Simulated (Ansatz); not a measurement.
## Rh, space group Fm-3m: an all-electron equation of state, step by step

Computed with Ansatz 0.2.0 through its Python package.

At the Python prompt:
```pycon
>>> import ansatz as az
>>> from ase.eos import EquationOfState
>>> from ase.units import GPa
>>> import numpy as np
>>> params = {
...     "sigma": 0.1,
...     "kmesh": (13, 13, 13),
... }
>>> VECTORS = np.array([
...     [0.0, 1.89785, 1.89785],
...     [1.89785, 0.0, 1.89785],
...     [1.89785, 1.89785, 0.0],
... ])
>>> SITES = [
...     ("Rh", [0.0, 0.0, 0.0]),
... ]
>>> def build(cell):
...     crystal = az.Crystal(lattice=az.Lattice.of(cell))
...     for symbol, position in SITES:
...         crystal = crystal.atom(symbol, position)
...     return crystal
...
>>> volumes, energies = [], []
>>> for scale in np.linspace(0.94, 1.06, 7):
...     cell = VECTORS * scale ** (1 / 3)
...     base = (
...         build(cell).calculation()
...         .occupations(az.OccupationsMethod.COLD, width=params["sigma"])
...         .functional(az.Functional.PBE)
...         .kpoints(*params["kmesh"])
...         .pseudopotentials("all_electron", lapw=True)
...     )
...     r = base.run(threads=1, backend="cpu").report
...     volumes.append(abs(np.linalg.det(cell)) / len(SITES))
...     energies.append(r["free_energy_ev"] / len(SITES))
...     print(f"{scale:.3f} {volumes[-1]:9.4f} A^3/atom {energies[-1]:16.5f} eV/atom  (estimated basis error {1000 * r['lapw_basis_errors']['total_ev_per_atom']:.2f} meV/atom)")
...
0.940   12.8512 A^3/atom    -130187.20076 eV/atom  (estimated basis error 0.06 meV/atom)
0.960   13.1246 A^3/atom    -130187.24282 eV/atom  (estimated basis error 0.06 meV/atom)
0.980   13.3981 A^3/atom    -130187.27208 eV/atom  (estimated basis error 0.06 meV/atom)
1.000   13.6715 A^3/atom    -130187.28997 eV/atom  (estimated basis error 0.06 meV/atom)
1.020   13.9449 A^3/atom    -130187.29778 eV/atom  (estimated basis error 0.06 meV/atom)
1.040   14.2183 A^3/atom    -130187.29662 eV/atom  (estimated basis error 0.06 meV/atom)
1.060   14.4918 A^3/atom    -130187.28754 eV/atom  (estimated basis error 0.06 meV/atom)
>>> v0, e0, bulk = EquationOfState(volumes, energies, eos="birchmurnaghan").fit()
>>> print(f"V0 = {v0:.4f} A^3/atom, B0 = {bulk / GPa:.1f} GPa")
V0 = 14.0427 A^3/atom, B0 = 257.8 GPa
```

A third-order Birch-Murnaghan fit through the 7 points has its minimum at 14.04 Å³ an atom, 2.7 % above the typed cell, with a bulk modulus of 258 GPa and dB/dP = 5.1. From that minimum the energy rises by 97.6 meV an atom on the compressed side and 10.8 meV on the expanded side.

Reading the output:
- All-electron totals depend on functional, relativistic treatment and basis; only differences at equal settings carry meaning.
- The run is spin-unpolarised.
- For a metal this k-point mesh is coarse: on a finer one energies can move by several to tens of meV an atom and pressures by half a GPa or more, differences at one mesh by less.
- Of the deposited cell: the entry's cell lengths or inner coordinates differ somewhat from later room-temperature determinations.
- Finished in 2.2 min on 1 thread of Intel(R) Xeon(R) Platinum 8259CL CPU @ 2.50GHz (Skylake/Cascade Lake) (shared host), peak memory 0.42 GiB.
